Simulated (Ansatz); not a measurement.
# CH5ClSSi2: the cost of one run

Method: RKS PBE-D4/STO-3G, in Ansatz 0.2.0.

## 1. The system as given

Bond lengths: Cl1–Si2 2.045 Å, Si2–C3 1.855 Å, C3–Si4 1.872 Å, C3–S5 1.729 Å, Si4–S5 2.174 Å, Si2–H6 1.490 Å, Si2–H7 1.473 Å, C3–H8 1.031 Å, Si4–H9 1.494 Å, Si4–H10 1.452 Å. Angles (14 of 19 angles, heavy atoms first): Cl1–Si2–C3 106.9°, Si2–C3–Si4 112.6°, Si2–C3–S5 118.7°, Si4–C3–S5 74.2°, C3–Si4–S5 49.9°, C3–S5–Si4 55.9°, Cl1–Si2–H6 106.3°, Cl1–Si2–H7 109.4°, C3–Si2–H6 114.4°, C3–Si2–H7 110.7°, Si2–C3–H8 115.8°, Si4–C3–H8 116.6°, S5–C3–H8 112.6°, C3–Si4–H9 120.1°.

Structure file:

```xyz
10

Cl   -2.4492   -0.3533    1.1942
Si   -0.9927    0.9278    0.5481
C    -0.0605    0.0498   -0.7943
Si    1.1655   -1.1955   -0.1225
S     1.5022    0.6389   -1.2402
H    -0.1734    1.2662    1.7462
H    -1.6158    2.1579    0.0312
H    -0.6195   -0.2460   -1.6085
H     1.7661   -1.0010    1.2319
H     1.5604   -2.2962   -0.9832
```

## 2. End point A

The input, input.yaml:

```yaml
crystal:
  periodic: [false, false, false]
  atoms:
    - { symbol: Cl, position_ang: [-2.4492, -0.3533, 1.1942] }
    - { symbol: Si, position_ang: [-0.9927, 0.9278, 0.5481] }
    - { symbol: C, position_ang: [-0.0605, 0.0498, -0.7943] }
    - { symbol: Si, position_ang: [1.1655, -1.1955, -0.1225] }
    - { symbol: S, position_ang: [1.5022, 0.6389, -1.2402] }
    - { symbol: H, position_ang: [-0.1734, 1.2662, 1.7462] }
    - { symbol: H, position_ang: [-1.6158, 2.1579, 0.0312] }
    - { symbol: H, position_ang: [-0.6195, -0.246, -1.6085] }
    - { symbol: H, position_ang: [1.7661, -1.001, 1.2319] }
    - { symbol: H, position_ang: [1.5604, -2.2962, -0.9832] }
basis:
  gaussian: { orbitals: STO-3G }
hamiltonian:
  xc: pbe
  dispersion: d4
relax:
  f_tol: 0.015
  max_steps: 40
```

The run is started by

```sh
$ ansatz run input.yaml --threads 1 --pin off --max-ram 2048MiB --backend cpu --events-out ev --progress --plain --runs-dir out
```

What time and memory should one allow on 1 thread of Arm Neoverse V2, shared host?

About 31 s, with a peak of 0.15 GiB.
